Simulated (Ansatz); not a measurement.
# C: the cost of one run

Program: Ansatz 0.2.0. Level of theory: DFT r2SCAN, scalar-relativistic, plane waves, PAW. These are calculated values, not measurements.

A COD entry behind a cell of this session may itself be a prediction, so a difference from it is no test against experiment.

## Step 1: The starting structure

Symmetry: P6_3/mmc, No. 194, hexagonal system. Conventional cell: a = 2.522 Å, b = 2.522 Å, c = 16.474 Å, α = 90.00°, β = 90.00°, γ = 120.00°. C (site symmetry 3m) is surrounded by 4 C at 1.54 Å.

As a file:

```cif
data_structure
_symmetry_space_group_name_H-M 'P6_3/mmc'
_symmetry_Int_Tables_number 194
_cell_length_a 2.5221
_cell_length_b 2.5221
_cell_length_c 16.4743
_cell_angle_alpha 90.000
_cell_angle_beta 90.000
_cell_angle_gamma 120.000
_cell_volume 90.75
loop_
_atom_site_label
_atom_site_type_symbol
_atom_site_symmetry_multiplicity
_atom_site_Wyckoff_symbol
_atom_site_fract_x
_atom_site_fract_y
_atom_site_fract_z
_atom_site_occupancy
C1 C 4 e 0.00000 0.00000 0.04688 1
C2 C 4 f 0.33333 0.66667 0.07813 1
C3 C 4 f 0.33333 0.66667 0.17188 1
C4 C 4 f 0.33333 0.66667 0.79688 1
```

The structure comes from the Crystallography Open Database.

(A quick probe on a coarse mesh, which set the mesh and smearing, is not shown.)

## Step 3: Relaxing cell and atoms

Contents of input.yaml:

```yaml
crystal:
  lattice:
    - [2.5221, 0.0, 0.0]
    - [-1.26105, 2.1842026709, 0.0]
    - [0.0, 0.0, 16.4743]
  atoms:
    - { symbol: C, position: [0.0, 0.0, 0.04688] }
    - { symbol: C, position: [0.0, 0.0, 0.54688] }
    - { symbol: C, position: [0.0, 0.0, 0.45312] }
    - { symbol: C, position: [0.0, 0.0, 0.95312] }
    - { symbol: C, position: [0.3333333333, 0.6666666667, 0.07813] }
    - { symbol: C, position: [0.6666666667, 0.3333333333, 0.57813] }
    - { symbol: C, position: [0.3333333333, 0.6666666667, 0.42187] }
    - { symbol: C, position: [0.6666666667, 0.3333333333, 0.92187] }
    - { symbol: C, position: [0.3333333333, 0.6666666667, 0.17188] }
    - { symbol: C, position: [0.6666666667, 0.3333333333, 0.67188] }
    - { symbol: C, position: [0.3333333333, 0.6666666667, 0.32812] }
    - { symbol: C, position: [0.6666666667, 0.3333333333, 0.82812] }
    - { symbol: C, position: [0.3333333333, 0.6666666667, 0.79688] }
    - { symbol: C, position: [0.6666666667, 0.3333333333, 0.29688] }
    - { symbol: C, position: [0.3333333333, 0.6666666667, 0.70312] }
    - { symbol: C, position: [0.6666666667, 0.3333333333, 0.20312] }
basis:
  ecutwfc: 500
kpoints:
  mp_grid: { grid: [12, 12, 2] }
hamiltonian:
  xc: r2scan
scf:
  occupations: { method: gaussian, width: 0.02 }
output:
  forces: true
  stress: true
  eigenvalues: true
relax:
  adjacent_minimum: "off"
  f_tol: 0.005
  max_steps: 80
  cell: { stress_tol: 0.05 }
```

On the command line:

```bash
ansatz run input.yaml --threads 4 --pin off --max-ram 10240MiB --backend cpu --events-out ev --progress --plain --runs-dir out
```

What time and memory should one allow on 4 threads of Arm Neoverse V1, shared host?

About 31 s, with a peak of 0.69 GiB.
